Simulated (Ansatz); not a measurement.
# GeCl2 (SMILES Cl[Ge]Cl) at BLYP/aug-cc-pVDZ

What is the energy change on altering one bond length of GeCl2 at BLYP/aug-cc-pVDZ? 

The calculation is run with Ansatz 0.2.0.

36 further runs of the same task are left out: 36 set aside as unsound or not needed.

### 1 The molecule

GeCl2 has 3 atoms, charge 0, and is taken as a singlet. SMILES: `Cl[Ge]Cl`. The shape is that of a PBE0-D4/def2-TZVP optimisation.

Bond lengths: Cl1–Ge2 2.182 Å, Ge2–Cl3 2.182 Å. Angles: Cl1–Ge2–Cl3 100.0°.

### 2 The energy at BLYP/aug-cc-pVDZ

Contents of job.yaml:

```yaml
crystal:
  periodic: [false, false, false]
  atoms:
    - {symbol: Cl, position_ang: [-0.065420, -1.681680, 0.422740]}
    - {symbol: Ge, position_ang: [-0.421210, 0.067170, -0.832020]}
    - {symbol: Cl, position_ang: [0.486630, 1.614500, 0.409270]}
basis:
  gaussian:
    orbitals: aug-cc-pVDZ
hamiltonian:
  xc: {name: BLYP}
accuracy: high
output: {orbitals: {seedname: orbitals}}
```

Launch:

```
$ ansatz run job.yaml --threads 1 --pin off --max-ram 3480MiB --events-out events.jsonl --progress --plain --runs-dir runs
```

Log:

```text
Warning: RAYON_NUM_THREADS=1 ignored (pool sized by the plan → 1); use --threads N
Functional definition: BLYP
  name "BLYP"
  parameter beta = 0.0042
  parameter a = 0.04918
  parameter b = 0.132
  parameter c = 0.2533
  parameter d = 0.349
  exchange = b88_x(beta = beta)
  correlation = lyp_c(a = a, b = b, c = c, d = d)
1751 factors; integrals over basis functions are off by at most 4.4e-9 eV
mean field evaluation 1: about -81565.7798 eV, gradient 2.1e1 eV
mean field evaluation 2: about -81560.9877 eV, gradient 4.5e1 eV
mean field evaluation 4: about -81567.0683 eV, gradient 1.6e0 eV
mean field evaluation 8: about -81567.0780 eV, gradient 1.7e-2 eV
mean field evaluation 16: about -81567.0780 eV, gradient 8.5e-7 eV
mean field -81567.07797600 eV, -2997.5348274668 hartree, gradient 1.5e-8 eV, S^2 0.000000; 0 other end points of the search recorded, 0 dependent functions left out
reference -81567.07801813 eV, -2997.5348290149 hartree; 33, 33 occupied and 57, 57 virtual orbitals, 1751 factors
Total energy: -81567.07801813 eV, -2997.5348290149 hartree
```

Run time: 7.2 s. Hardware: 1 thread of Arm Neoverse V2, shared host; peak memory 0.21 GiB.

### 3 The distorted shape

Contents of input.yaml:

```yaml
crystal:
  periodic: [false, false, false]
  atoms:
    - {symbol: Cl, position_ang: [0.219208, -3.080741, 1.426534]}
    - {symbol: Ge, position_ang: [-0.421210, 0.067170, -0.832020]}
    - {symbol: Cl, position_ang: [0.486630, 1.614500, 0.409270]}
basis:
  gaussian:
    orbitals: aug-cc-pVDZ
magnetization:
  spin_polarized: false
hamiltonian:
  xc: {name: BLYP}
accuracy: high
output:
  orbitals: {seedname: orbitals}
```

Launch:

```
$ ansatz run input.yaml --threads 1 --pin off --max-ram 3480MiB --events-out events.jsonl --progress --plain --runs-dir runs
```

Log:

```text
Warning: RAYON_NUM_THREADS=1 ignored (pool sized by the plan → 1); use --threads N
[... 9 set-up lines as earlier in the session ...]
1699 factors; integrals over basis functions are off by at most 4.5e-9 eV
mean field evaluation 1: about -81560.0597 eV, gradient 3.1e1 eV
mean field evaluation 2: about -81339.6829 eV, gradient 1.2e2 eV
mean field evaluation 4: about -81507.3164 eV, gradient 9.6e1 eV
mean field evaluation 8: about -81564.5889 eV, gradient 4.3e-2 eV
mean field evaluation 16: about -81539.4546 eV, gradient 5.3e1 eV
mean field evaluation 32: about -81557.4682 eV, gradient 6.5e-1 eV
mean field evaluation 64: about -81557.4905 eV, gradient 1.1e0 eV
mean field evaluation 96: about -81546.8316 eV, gradient 3.4e1 eV
mean field evaluation 128: about -81564.4530 eV, gradient 1.0e0 eV
mean field -81564.59029568 eV, -2997.4434069012 hartree, gradient 1.5e-8 eV, S^2 0.000000; 6 other end points of the search recorded, 0 dependent functions left out
reference -81564.59034346 eV, -2997.4434086573 hartree; 33, 33 occupied and 57, 57 virtual orbitals, 1699 factors
Total energy: -81564.59034346 eV, -2997.4434086573 hartree
```

It took 18 s on 1 thread of Arm Neoverse V2, shared host; peak memory 0.22 GiB.

### 4 What came out

Level: BLYP/aug-cc-pVDZ.

```
                                                           quantity           value
                                          first shape: total energy  -2997.53483 Eh
                                           first shape: HOMO energy        -6.97 eV
                                           first shape: LUMO energy        -3.78 eV
                                         first shape: HOMO–LUMO gap         3.19 eV
                                      distorted shape: total energy  -2997.44341 Eh
                                       distorted shape: HOMO energy        -5.50 eV
                                       distorted shape: LUMO energy        -5.34 eV
                                     distorted shape: HOMO–LUMO gap         0.17 eV
energy change with the Cl1–Ge2 bond stretched from 2.182 to 3.927 Å        2.488 eV
```

What this shows: One bond (distorted shape) is far stretched, which a spin-restricted single reference describes badly; a broken-symmetry solution may lie lower. With the Cl1–Ge2 bond stretched from 2.182 to 3.927 Å the energy rises by 2.49 eV (57 kcal/mol). The first shape isn't relaxed at this level, so the change isn't measured from a minimum. A restricted reference can't describe the breaking bond well at this length.
